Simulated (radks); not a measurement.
**Sb³⁷⁺ in [Ne] 3s2 3d2: an all-electron calculation**

The task here is to estimate one member of a computed series from the others.

Method: scalar-relativistic Kohn-Sham, PBE, spin-polarised, spherical densities, finite nucleus; open shells are filled with parallel spins first. Code: radks (a radial shooting solver on a logarithmic mesh, Libxc functionals) version 1.

### What is computed

* element: antimony (Z = 51)
* charge: +37
* electrons: 14
* configuration: [Ne] 3s2 3d2
* nuclear rms radius: 4.6802 fm

The outer shells:

Sb³⁷⁺
```
[Ne] core
3s [↑↓]
3d [↑ ][↑ ][  ][  ][  ]
```

The first run:

The run's settings:

```text
Z 51
configuration [Ne] 3s2 3d2
relativity scalar-relativistic
functional pbe,pbe
spin polarised
nucleus finite rms 4.6802 fm
c 137.035999084
```

Command:

```
python run_ks.py task.json out
```

The same process makes all the runs of this session.

One of the session's tables, all rows but one given; the rest of the session is left out.

It belongs to the step «Orbitals and density». Sizes of the orbitals, from the radial functions (bohr):

```
  level      <r>  outermost maximum (interpolated)  90 % within  nodes
  1s up  0.02841                            0.0183       0.0510      0
1s down  0.02840                            0.0183       0.0510      0
  2s up        ?                                 ?            ?      ?
2s down   0.1208                             0.103        0.186      1
  2p up   0.1054                            0.0823        0.171      0
2p down   0.1052                            0.0823        0.171      0
  3s up   0.2945                             0.279        0.427      2
3s down   0.2951                             0.279        0.428      2
  3d up   0.2521                             0.214        0.384      0
3d down   0.2526                             0.214        0.385      0
```

Q: Estimate the row for 2s up from the others.

As computed: <r>: 0.1209; outermost maximum (interpolated): 0.103; 90 % within: 0.186; nodes: 1. In the column «<r>» it lies between 2s down (0.1208) and 3d up (0.2521).
